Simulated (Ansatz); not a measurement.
## ScPd, space group Pm-3m: a scan of the energy under strain, step by step

With the Python package of Ansatz (0.2.0).

Run as a notebook:

In [1]:
```python
import warnings

import ansatz as az
import numpy as np

SIGMA = 0.1
CUTOFF_EV = 520
MESH = (11, 11, 11)
```

In [2]:
```python
VECTORS = np.array([
    [3.283, 0.0, 0.0],
    [0.0, 3.283, 0.0],
    [0.0, 0.0, 3.283],
])
SITES = [
    ("Sc", [0.5, 0.5, 0.5]),
    ("Pd", [0.0, 0.0, 0.0]),
]


def make_crystal(cell):
    crystal = az.Crystal(lattice=az.Lattice.of(cell))
    for symbol, position in SITES:
        crystal = crystal.atom(symbol, position)
    return crystal

warnings.simplefilter("ignore", az.DeckWarning)

# clamped ions: the fractional positions stay as typed
values = np.linspace(-0.01, 0.01, 5)
energies = []
for d in values:
    strain = d / 2 * (np.ones((3, 3)) - np.eye(3))
    cell = VECTORS @ (np.eye(3) + strain)
    job = (
        make_crystal(cell).calculation()
        .functional(az.Functional.PBESOL)
        .occupations(az.OccupationsMethod.FERMI_DIRAC, width=SIGMA)
        .basis(CUTOFF_EV)
        .kpoints(*MESH)
    )
    data = job.run(threads=1).report
    energies.append(data["free_energy_ev"] / len(SITES))
    print(f"d = {d:+.4f}  F = {energies[-1]:.5f} eV/atom")
energies = np.array(energies)
```
```text
d = -0.0100  F = -4509.91877 eV/atom
d = -0.0050  F = -4509.91935 eV/atom
d = +0.0000  F = -4509.91954 eV/atom
d = +0.0050  F = -4509.91935 eV/atom
d = +0.0100  F = -4509.91881 eV/atom
```

In [3]:
```python
for value, e in zip(values, energies):
    print(f"strain {value:7.3f}   E - Emin = {1000 * (e - energies.min()):9.3f} meV/atom")
np.savetxt("strain.csv", np.column_stack([values, energies]), fmt="%.6f", delimiter=",", header="strain,energy_eV_per_atom")
curvature = 2 * np.polyfit(values, energies, 3)[1]
volume = abs(np.linalg.det(VECTORS)) / len(SITES)
print(f"d2E/dd2 over the volume: {curvature / volume * 160.21766:.1f} GPa")
```
```text
strain  -0.010   E - Emin =     0.761 meV/atom
strain  -0.005   E - Emin =     0.188 meV/atom
strain   0.000   E - Emin =     0.000 meV/atom
strain   0.005   E - Emin =     0.184 meV/atom
strain   0.010   E - Emin =     0.730 meV/atom
d2E/dd2 over the volume: 135.0 GPa
```

`strain.csv`, as written:
```csv
# strain,energy_eV_per_atom
-0.010000,-4509.918775
-0.005000,-4509.919347
0.000000,-4509.919536
0.005000,-4509.919351
0.010000,-4509.918806
```

Against the unstrained cell the energy per atom changes by +0.76 meV at one end of the scan and +0.73 meV at the other, and its second derivative over the volume is 135.0 GPa.

Notes:
- Total energies depend on the potentials; only differences at equal settings carry meaning.
- Spin is left out of this run.
- The curvature belongs to this strain pattern and to the cell's stress; it equals a single elastic constant only for simple patterns.
- In a metal a curvature from energy changes of a few meV or less hangs on mesh and smearing, in size and even in sign.
- The structure is a deposited one; some such entries were measured under pressure or heat, so a shift against it needn't be the functional's error alone.
- The ions keep their fractional positions (clamped ions).
- Timing: 21 s on 1 thread of Arm Neoverse V2 (shared host), peak memory 0.45 GiB.
